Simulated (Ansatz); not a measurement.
**CH4GaN: basis-set convergence**

The task here is to estimate one member of a computed series from the others.

Computed with Ansatz 0.2.0, Gaussian basis. Level: one geometry, several basis sets.

Plan: PBE0-D4/def2-SVP; ωB97M-V/def2-SVP; PBE0-D4/def2-QZVPP; ωB97M-V/def2-QZVPP; the functionals' def2-TZVPP values are taken from earlier runs.

### The relaxed structure

An earlier PBE0-D4 in a triple-zeta def2 set relaxation fixed the geometry.

7 atoms, charge 0, spin multiplicity 1.

Atoms are counted from 1 here; the program's logs count them from 0.

Bond lengths: C1–N2 1.446 Å, C1–H4 1.098 Å, C1–H5 1.098 Å, C1–H7 1.095 Å, N2–Ga3 1.873 Å, N2–H6 1.012 Å. Angles: N2–C1–H4 112.8°, N2–C1–H5 112.8°, N2–C1–H7 110.0°, H4–C1–H5 107.5°, H4–C1–H7 106.7°, H5–C1–H7 106.7°, C1–N2–Ga3 127.1°, C1–N2–H6 112.1°, Ga3–N2–H6 120.8°.

Coordinates:

```xyz
7

C    -0.14576    0.09860   -0.64548
N     0.06820    0.00217    0.78172
Ga    1.21373   -1.18054    1.67491
H    -1.18543   -0.10184   -0.93441
H     0.12690    1.08125   -1.05122
H    -0.48952    0.67173    1.29607
H     0.47308   -0.63936   -1.16729
```

The first run:

The input, in.yaml:

```yaml
crystal:
  periodic: [false, false, false]
  atoms:
    - {symbol: C, position_ang: [-0.145759, 0.098597, -0.645475]}
    - {symbol: N, position_ang: [0.068204, 0.002169, 0.781721]}
    - {symbol: Ga, position_ang: [1.213727, -1.180542, 1.674905]}
    - {symbol: H, position_ang: [-1.185434, -0.101844, -0.934408]}
    - {symbol: H, position_ang: [0.126902, 1.081252, -1.051216]}
    - {symbol: H, position_ang: [-0.489516, 0.671726, 1.296066]}
    - {symbol: H, position_ang: [0.473075, -0.639358, -1.167293]}
basis:
  gaussian: {orbitals: def2-SVP}
hamiltonian: {xc: pbe0, dispersion: d4}
output: {orbitals: {seedname: orbitals}}
```

Launch:

```console
> ansatz run in.yaml --threads 2 --pin off --events-out ev --progress --plain --max-ram 4352MiB
```

Steps of the session up to this table: PBE0-D4 in def2-SVP; ωB97M-V in def2-SVP; PBE0-D4 in def2-QZVPP; ωB97M-V in def2-QZVPP.

One of the session's tables, all rows but one given; the rest of the session is left out.

It belongs to the step «Density functionals: the series». 

```
functional       basis  HOMO (eV)
   PBE0-D4    def2-SVP      -6.33
   PBE0-D4  def2-TZVPP      -6.39
   PBE0-D4  def2-QZVPP      -6.43
   ωB97M-V    def2-SVP      -8.53
   ωB97M-V  def2-TZVPP      -8.60
   ωB97M-V  def2-QZVPP          ?
```

**Question.** Estimate the row for ωB97M-V, def2-QZVPP.

As computed: HOMO (eV): -8.65. In the column «HOMO (eV)» it is the lowest.
